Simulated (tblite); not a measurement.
# C5H12O2Si: the cost of one run

The runs use tblite 0.8.0 and PySCF 2.14.0, with density-fitted response routines of our own; the level of theory stands in each step. All values are computed, except where a source is named. Atoms count from 0, in the outputs and in this text.

**1. Starting geometry**

20 atoms, charge 0, multiplicity 1; geometry from: force field or distance geometry start.

Bonds of the start (Å): C0–C1 1.53, C1–O2 1.46, O2–Si3 1.65, C1–C4 1.53, C4–C5 1.51, C5–O6 1.43, O6–C7 1.44, C7–C1 1.53, C0–H8 1.09, C0–H9 1.10, C0–H10 1.09, Si3–H11 1.49, Si3–H12 1.47, Si3–H13 1.49, C4–H14 1.10, C4–H15 1.10, C5–H16 1.09, C5–H17 1.10, C7–H18 1.10, C7–H19 1.09.

**2. Relaxing the molecule with GFN2-xTB**

The job: settings as JSON, then the geometry in Å.

```
{"job": {"kind": "relax", "xc": "GFN2-xTB", "basis": "xTB"}, "charge": 0, "multiplicity": 1}
C      0.551600     1.433100    -0.993800
C     -0.046200     0.302100    -0.163300
O      0.753700     0.032500     1.024100
Si     2.299200    -0.541400     0.987200
C     -1.431100     0.659900     0.372500
C     -2.029200    -0.701500     0.659200
O     -1.495800    -1.600200    -0.323000
C     -0.387000    -0.947400    -0.973100
H      1.484500     1.134400    -1.474500
H     -0.150300     1.746800    -1.780800
H      0.761600     2.305800    -0.368700
H      2.782600    -0.721800     2.387000
H      3.165800     0.416700     0.291900
H      2.345800    -1.848800     0.282400
H     -1.427000     1.307700     1.256800
H     -2.026900     1.154400    -0.402600
H     -3.115500    -0.696700     0.612900
H     -1.725800    -1.069700     1.650700
H     -0.739400    -0.681800    -1.976700
H      0.424200    -1.673100    -1.071100
```

Started as:

```console
> OMP_NUM_THREADS=1 python probes_run.py task.json out
```

The driver reads the jobs from task.json and runs them one after another.

Q: Estimate the wall time of this first job on 1 thread of Arm Neoverse N1, shared host.

About 1.5 s.
